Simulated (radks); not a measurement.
**Ca inside a hard spherical wall**

One table from this session's results is given with a row withheld; the runs are named, their logs left out.

Program: radks (a radial shooting solver on a logarithmic mesh, Libxc functionals) version 1. Level of theory: scalar-relativistic Kohn-Sham, LDA (Slater exchange, Perdew-Wang correlation), spin-polarised, spherical densities, finite nucleus. These are calculated values, not measurements, unless marked.

## The atom as given

- element: calcium (Z = 20)
- charge: 0
- electrons: 20
- configuration: [Ar] 4s2
- nuclear rms radius: 3.4776 fm

The outer shells:

Ca
```
[Ar] core
4s [↑↓]
```

The first run:

The run's settings:

```text
Z 20
configuration [Ar] 4s2 3d0 4p0 5s0
relativity scalar-relativistic
functional lda,pw
spin polarised
nucleus finite rms 3.4776 fm
c 137.035999084
```

Among the steps run: The free atom; Wall at 15 bohr; Wall at 12 bohr; Wall at 10 bohr; Wall at 6 bohr; Wall at 3.5 bohr; Wall at 3 bohr; Wall at 1.5 bohr.

One table of the session follows, with a row left open; its other results are not shown here.

| R (bohr) | E − E(free) (eV) | ε(4s) (eV) | ε(3d, empty) (eV) | ε(4p, empty) (eV) | ε(5s, empty) (eV) |
| --- | --- | --- | --- | --- | --- |
| free | 0.000 | -3.864 | -2.133 | -1.439 | -0.083 |
| 15 | 0.000 | -3.863 | -2.131 | -1.430 | 0.346 |
| 12 | ? | ? | ? | ? | ? |
| 10 | 0.058 | -3.747 | -1.992 | -1.172 | 2.344 |
| 6 | 2.581 | -1.396 | 0.029 | 2.404 | 15.654 |
| 3.5 | 34.366 | 17.529 | 9.095 | 25.978 | 80.982 |
| 3 | 66.534 | 33.696 | 15.383 | 44.158 | 125.41 |
| 1.5 | 1031.6 | 355.98 | 117.69 | 361.03 | 800.94 |

Q: Estimate the row for R (bohr) = 12 from the others.

Worked estimate for «E − E(free) (eV)». A straight line through the neighbours (15, 0.000) and (10, 0.058) gives 0.000 + (0.058 − 0.000) × (12 − 15) / (10 − 15) = 0.035; a parabola fitted to 3 rows on both sides gives -0.378.

As computed: E − E(free) (eV): 0.008; ε(4s) (eV): -3.842; ε(3d, empty) (eV): -2.106; ε(4p, empty) (eV): -1.371; ε(5s, empty) (eV): 1.054. In «E − E(free) (eV)» the line misses by +0.027 and the parabola by -0.386. Between these rows the values bend or scatter more than so simple an estimate can follow.

Shells are not refilled when levels cross, and a hard wall is a model, not a crystal.
